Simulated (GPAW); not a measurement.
# WSe2: single point with TB-mBJ

**Measured values to compare with.**

From “Time-resolved XUV ARPES with tunable 24–33 eV laser pulses at 30 meV resolution”, 2019, pmc:6684652, for a bulk crystal of WSe2: band gap 1.3 eV (indirect).

Crystal: WSe2.

```
W Se
1.0
     3.29000    0.00000    0.00000
    -1.64500    2.84922    0.00000
     0.00000    0.00000   12.97000
W Se
2 4
Direct
  0.33333 0.66667 0.25000
  0.66667 0.33333 0.75000
  0.33333 0.66667 0.62100
  0.66667 0.33333 0.12100
  0.33333 0.66667 0.87900
  0.66667 0.33333 0.37900
```

```json
{
  "Program": "GPAW 26.7.0",
  "Task": "single point",
  "Functional": "TB-mBJ",
  "Potentials or basis": "GPAW PAW data sets for LDA (gpaw-data 1.2.1)",
  "Cutoff": "600 eV",
  "Basis": "pw",
  "k mesh": "6 × 6 × 2",
  "Occupations": "fermi-dirac, width 0.05 eV",
  "Spin": "no spin polarisation"
}
```

| Quantity | Value |
| --- | --- |
| Band gap on the k mesh | 1.14 eV, indirect (least direct gap 1.62 eV) |

Levels at points of the mesh, in eV from the valence-band top:
```
           k point  band 24  band 25  band 26  band 27  band 28  band 29
(0.00, 0.00, 0.00)    -1.25    -1.04     0.00     2.69     2.69     2.74
(0.00, 0.00, 0.50)    -1.70    -0.24    -0.24     2.69     2.69     2.69
(0.50, 0.50, 0.00)    -1.42    -1.28    -1.27     2.18     2.22     2.47
(0.50, 0.50, 0.50)    -1.40    -1.33    -1.33     2.20     2.20     2.63
```

Run time: 14 min on 1 thread of AMD EPYC 7571 (shared host), peak memory 0.4 GiB.

Against the measured gap of WSe2, 1.3 eV (indirect; “Time-resolved XUV ARPES with tunable 24–33 eV laser pulses at 30 meV resolution”, 2019, pmc:6684652), the calculated 1.14 eV is off by -0.16 eV. Spin-orbit coupling on Se, W is left out. The value is that of TB-mBJ on a finite k mesh, which can miss the band edges, without temperature or zero-point motion.

Caveat: a model potential gives levels but no total energy; spin-orbit coupling is left out, which moves the levels of the heavy elements.
